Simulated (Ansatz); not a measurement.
**BH2LiSTe (SMILES [Li][S][Te]B): single points off equilibrium**

An exercise on one series of results from a longer session: the logs are not shown, and one member is left open.

The runs use Ansatz 0.2.0, Gaussian basis; single points in def2-TZVPP.

Correlated methods freeze the cores. Filled d shells of the heavier atoms are correlated. Core potentials replace the inner electrons past krypton, and spin-orbit coupling is left out. The outer core shell of Li, Na, Mg and K is correlated.

### The system as given

SMILES `[Li][S][Te]B`, 6 atoms, charge 0, spin multiplicity 1.

Atoms are counted from 1 here; the program's logs count them from 0.

Bond lengths: Li1–S2 2.167 Å, Li1–Te3 3.107 Å, Li1–H6 1.922 Å, S2–Te3 2.380 Å, Te3–B4 2.063 Å, B4–H5 1.240 Å, B4–H6 1.209 Å. Angles: S2–Li1–Te3 49.8°, S2–Li1–H6 115.9°, Te3–Li1–H6 66.5°, Li1–S2–Te3 86.1°, Li1–Te3–S2 44.1°, Li1–Te3–B4 56.6°, S2–Te3–B4 100.5°, Te3–B4–H5 121.1°, Te3–B4–H6 125.2°, H5–B4–H6 113.6°, Li1–H6–B4 111.4°.

Coordinates:

```mol
BH2LiSTe
  3D, bonds by distance, orders not assigned

  6  7  0  0  0  0  0  0  0  0999 V2000
   -1.7032   -0.0769    0.5491 Li  0  0
   -1.0095    1.8893    1.1392 S   0  0
    1.0361    1.3086    0.0704 Te  0  0
    0.6504   -0.6521   -0.4410 B   0  0
    1.5119   -1.3511   -0.9946 H   0  0
   -0.3775   -1.2439   -0.2081 H   0  0
  1  2  8  0
  1  3  8  0
  1  6  8  0
  2  3  8  0
  3  4  8  0
  4  5  8  0
  4  6  8  0
M  END
```

Set-up of the first run:

Contents of run/in.yaml:

```yaml
crystal:
  periodic: [false, false, false]
  atoms:
    - {symbol: Li, position_ang: [-1.703200, -0.076900, 0.549100]}
    - {symbol: S, position_ang: [-1.009500, 1.889300, 1.139200]}
    - {symbol: Te, position_ang: [1.036100, 1.308600, 0.070400]}
    - {symbol: B, position_ang: [0.650400, -0.652100, -0.441000]}
    - {symbol: H, position_ang: [1.511900, -1.351100, -0.994600]}
    - {symbol: H, position_ang: [-0.377500, -1.243900, -0.208100]}
basis:
  gaussian: {orbitals: def2-TZVPP}
correlation: {method: ccsd_t}
output: {forces: true}
```

No record of the launch command was kept for these runs.

Steps of the session up to this table: CCSD(T)/def2-TZVPP; PBE0-D4/def2-TZVPP; wB97M-V/def2-TZVPP; r2SCAN-D4/def2-TZVPP; PBE-D4/def2-TZVPP; SPW92/def2-TZVPP; BLYP-D4/def2-TZVPP.

One table of the session follows, with a row left open; its other results are not shown here.

| method | RMS force component (eV/Å) | angle to CCSD(T) forces (°) | dipole (D) |
| --- | --- | --- | --- |
| CCSD(T) | 0.451 | reference | 4.56 |
| PBE0-D4 | 0.427 | 11.7 | 4.60 |
| wB97M-V | 0.448 | 10.9 | 4.75 |
| r2SCAN-D4 | ? | ? | ? |
| PBE-D4 | 0.423 | 9.3 | 4.19 |
| SPW92 | 0.379 | 25.9 | 4.21 |
| BLYP-D4 | 0.520 | 21.7 | 4.16 |

**Question.** Estimate the row for r2SCAN-D4.

**Answer.** RMS force component (eV/Å): 0.447; angle to CCSD(T) forces (°): 6.0; dipole (D): 4.57. In the column «RMS force component (eV/Å)» it lies between PBE0-D4 (0.427) and wB97M-V (0.448).
